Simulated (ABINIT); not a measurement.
**HfB: relaxation of cell and atoms with PBE**

Crystal: HfB.

```xyz
2
Lattice="0.0000 2.3100 2.3100 2.3100 0.0000 2.3100 2.3100 2.3100 0.0000" Properties=species:S:1:pos:R:3 pbc="T T T"
Hf    2.3100    2.3100    2.3100
B     0.0000    0.0000    0.0000
```

```yaml
Program: ABINIT 10.8.3 (patched build)
Task: relaxation of cell and atoms
Functional: PBE
Potentials_or_basis: JTH PAW PBE v2.0
Cutoff: 517 eV
k_mesh: 10 × 10 × 10
Occupations: fermi-dirac, width 0.05 eV
Spin: no spin polarisation
Cell_freedom_optcell: 2
Cutoff_smearing_ecutsm_Ha: 0.5
Optimiser_ionmov: 2
Force_stop_Ha/bohr: 0.0002
Fine-grid_cutoff: 1034.03 eV
```

The relaxed volume is 14.17 Å³/atom, the relaxed cell is a = 3.422 Å, b = 3.422 Å, c = 3.422 Å, α = 60.00°, β = 60.00°, γ = 60.00° and the space group after relaxing (to 0.05 Å) is Fm-3m (No. 225). The energy gained by relaxing is 159.0 meV/atom and the ionic steps are 4. The pressure after relaxing is 0.1 GPa and the band gap on the k mesh is none (metal or under the smearing width). The valence electrons inside the program's atomic spheres are Hf 9.52; B 1.72.

The path:
```tsv
step	energy change (eV)	largest force (eV/Å)	pressure (GPa)	volume (Å³)
1	0.0000	0.0000	31.00	24.65
2	-0.2852	0.0000	8.57	27.07
3	-0.3174	0.0000	1.09	28.16
4	-0.3179	0.0000	0.05	28.33
```

Final structure:
```
Hf B
1.0
     0.00000    2.41971    2.41971
     2.41971    0.00000    2.41971
     2.41971    2.41971    0.00000
Hf B
1 1
Cartesian
  2.4197 2.4197 2.4197
  0.0000 0.0000 0.0000
```

Levels at points of the mesh, in eV from the Fermi level:
| k point | band 6 | band 7 | band 8 | band 9 | band 10 | band 11 |
| --- | --- | --- | --- | --- | --- | --- |
| (0.00, 0.00, 0.00) | 2.07 | 2.07 | 2.07 | 3.59 | 3.59 | 3.59 |
| (0.50, 0.00, 0.00) | -4.48 | -1.12 | -1.12 | 5.67 | 5.67 | 6.48 |
| (0.50, 0.50, 0.00) | -1.25 | -0.75 | 1.95 | 1.95 | 5.41 | 6.79 |

Wall time 62 s on 1 thread of Arm Neoverse V1, with other jobs on the host, peak memory 0.12 GiB.

The run has no spin-orbit coupling, so splittings on Hf are missing. Zero-point motion and thermal expansion aren't in these numbers.
